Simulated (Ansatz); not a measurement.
# C3H7BSi: one species, many methods

How much do the methods differ for C3H7BSi? The plan is to run it at one geometry with functionals of several rungs and with coupled cluster, and see how far each lands from CCSD(T) at the basis-set limit for the atomisation energy.

Program: Ansatz 0.2.0, Gaussian basis. Level of theory: functionals in def2-TZVPP, the program's frozen cores in correlated methods. These are calculated values, not measurements.

Levels to be run: PBE-D4, r2SCAN-D4, PBE0-D4, B3LYP-D4, ωB97X-V, ωB97M-V, B2PLYP; CCSD(T)/def2-TZVPP; MP2/def2-QZVPP; extrapolation to the limit.

**1. Structure used throughout**

All runs share one geometry, relaxed beforehand with PBE0-D4 in a triple-zeta def2 set.

12 atoms, charge 0, spin multiplicity 1.

Atoms are counted from 1 here; the program's logs count them from 0.

Bond lengths: C1–C2 1.343 Å, C1–H6 1.084 Å, C1–H7 1.086 Å, C2–C3 1.433 Å, C2–H8 1.087 Å, C3–B4 1.481 Å, C3–H9 1.092 Å, B4–Si5 1.892 Å, B4–H10 1.195 Å, Si5–H11 1.491 Å, Si5–H12 1.488 Å. Angles: C2–C1–H6 121.9°, C2–C1–H7 120.9°, H6–C1–H7 117.2°, C1–C2–C3 123.8°, C1–C2–H8 119.2°, C3–C2–H8 117.0°, C2–C3–B4 125.1°, C2–C3–H9 113.6°, B4–C3–H9 121.3°, C3–B4–Si5 107.5°, C3–B4–H10 125.7°, Si5–B4–H10 126.8°, B4–Si5–H11 131.6°, B4–Si5–H12 120.6°, H11–Si5–H12 107.8°.

Coordinates:

```
C     1.4365   -2.0817    0.1521
C     0.3876   -1.4119   -0.3514
C     0.0565   -0.0640    0.0045
B    -1.0936    0.6997   -0.5312
Si   -1.0718    2.4066    0.2837
H     1.6578   -3.1015   -0.1399
H     2.1010   -1.6173    0.8739
H    -0.2600   -1.9046   -1.0727
H     0.7419    0.3775    0.7309
H    -1.8886    0.2967   -1.3267
H    -1.9806    3.5809    0.1479
H    -0.0097    2.7643    1.2629
```

**2. PBE-D4 (GGA)**

Contents of in.yaml:

```yaml
crystal:
  periodic: [false, false, false]
  atoms:
    - {symbol: C, position_ang: [1.436454, -2.081736, 0.152067]}
    - {symbol: C, position_ang: [0.387550, -1.411893, -0.351353]}
    - {symbol: C, position_ang: [0.056517, -0.063995, 0.004486]}
    - {symbol: B, position_ang: [-1.093570, 0.699670, -0.531237]}
    - {symbol: Si, position_ang: [-1.071821, 2.406562, 0.283721]}
    - {symbol: H, position_ang: [1.657815, -3.101517, -0.139928]}
    - {symbol: H, position_ang: [2.101041, -1.617333, 0.873870]}
    - {symbol: H, position_ang: [-0.260033, -1.904577, -1.072709]}
    - {symbol: H, position_ang: [0.741945, 0.377523, 0.730880]}
    - {symbol: H, position_ang: [-1.888650, 0.296651, -1.326712]}
    - {symbol: H, position_ang: [-1.980553, 3.580901, 0.147870]}
    - {symbol: H, position_ang: [-0.009697, 2.764345, 1.262945]}
basis:
  gaussian: {orbitals: def2-TZVPP}
hamiltonian: {xc: pbe, dispersion: d4}
output: {forces: true, orbitals: {seedname: orbitals}}
```

Launch:

```bash
$ ansatz run in.yaml --threads 4 --pin off --events-out ev --progress --plain --max-ram 10444MiB
```

The runs that follow: r2SCAN-D4 (meta-GGA); PBE0-D4 (hybrid); B3LYP-D4 (hybrid); ωB97X-V (range-separated); ωB97M-V (range-separated); B2PLYP (double hybrid); CCSD(T) in def2-TZVPP; MP2 in def2-QZVPP.

**Question.** What will the summary of the whole plan be? Wanted: atomisation energy, CCSD(T)/CBS; farthest; mean size of error, hybrid; mean size of error, range-separated; gap, smallest and largest; T1 diagnostic; triples share of the correlation energy.

As calculated:

```
                               quantity                                value
        atomisation energy, CCSD(T)/CBS                      1080.1 kcal/mol
functionals within 5.4 kcal/mol (0.5 %)             ωB97X-V, ωB97M-V, B2PLYP
                               farthest              PBE-D4 (+32.7 kcal/mol)
             mean size of error, hybrid                        12.0 kcal/mol
    mean size of error, range-separated                         1.9 kcal/mol
              gap, smallest and largest  1.74 eV (PBE-D4), 6.71 eV (ωB97X-V)
                          T1 diagnostic                               0.0149
triples share of the correlation energy                                5.0 %
```

In words: PBE-D4 misses by +32.7 kcal/mol. Double hybrids carry the basis error of their MP2 part in triple zeta, and no dispersion term here, so their miss is partly the set-up's. Misses under about 5.4 kcal/mol are within the doubt on the reference itself, which lacks core-valence correlation, relativity and higher excitations. Hartree-Fock recovers 75 % of the binding; the rest is correlation. The gap grows from 1.7 to 6.7 eV across the functionals, mostly with the share of exact exchange. The restricted reference is unstable towards a spin-broken one.
